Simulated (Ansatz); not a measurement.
Task: the energy of protonation at one site of CH3CuO, SMILES C[O][Cu], with the Ansatz DFT code, driven from Python. Give the script and its output. Settings (for the species named): MP2, def2-SVP basis, multiplicity 1.

```tsv
atom	x (Å)	y (Å)	z (Å)
C	0.5414	-0.2026	-0.0064
O	-0.1784	0.9442	-0.5449
Cu	-2.4070	0.5275	0.1638
H	0.1327	-1.0767	-0.4435
H	1.5710	-0.1067	-0.2996
H	0.3824	-0.1497	1.0843
```

The script, `pa.py`:
```python
import ansatz as az
from ase import Atoms
import numpy as np


def main() -> None:
    atoms = Atoms(["C", "O", "Cu", "H", "H", "H"], positions=[
        (0.5414, -0.2026, -0.0064),
        (-0.1784, 0.9442, -0.5449),
        (-2.407, 0.5275, 0.1638),
        (0.1327, -1.0767, -0.4435),
        (1.571, -0.1067, -0.2996),
        (0.3824, -0.1497, 1.0843),
    ])
    molecule = az.Crystal.molecule_from_ase(atoms)

    calc = molecule.calculation().basis(gaussian="def2-SVP").correlation("mp2")
    symbols = [site.symbol for site in molecule.cartesian_sites]
    start = np.array([site.position_ang for site in molecule.cartesian_sites], dtype=float)
    data = calc.relax(force_tolerance=0.01).run(threads=1, backend="cpu").report
    end = np.array(data["positions_ang"])

    away = sum((end[1] - end[j]) / np.linalg.norm(end[1] - end[j]) for j in [0, 2]) + np.array([0.15, 0.1, -0.2])
    proton = end[1] + 1.0 * away / np.linalg.norm(away)
    acid = az.Crystal.molecule()
    for symbol, place in zip(symbols, end):
        acid = acid.atom(symbol, place.tolist())
    acid = acid.atom("H", proton.tolist())
    protonated = (
        acid.calculation()
        .basis(gaussian="def2-SVP")
        .correlation("mp2")
        .charge(1)
        .relax(force_tolerance=0.01, max_steps=80)
    )
    after = protonated.run(threads=1, backend="cpu").report
    xyz = np.array(after["positions_ang"])
    reach = np.linalg.norm(xyz[:-1] - xyz[-1], axis=1)
    print(f"base {data['free_energy_ev']:.5f} eV, protonated {after['free_energy_ev']:.5f} eV")
    print(f"the proton ends {reach.min():.3f} A from {symbols[reach.argmin()]}{reach.argmin()}")
    print(f"electronic proton affinity {23.060548 * (data['free_energy_ev'] - after['free_energy_ev']):.1f} kcal/mol")


if __name__ == "__main__":
    main()
```

```console
$ python pa.py
base -47722.35478 eV, protonated -47733.25946 eV
the proton ends 0.968 A from O1
electronic proton affinity 251.5 kcal/mol
```

Reading the output:
- Total energies depend on the basis set; only differences at equal settings carry meaning.
- The proton is put on one chosen atom, which needn't be the most basic site, so the molecule's proton affinity can be higher; the ends are stationary points, not checked by frequencies, and zero-point and thermal terms count only where printed.
- Finished in 60 s on 1 thread of Arm Neoverse V1, with other jobs on the host, peak memory 0.25 GiB.
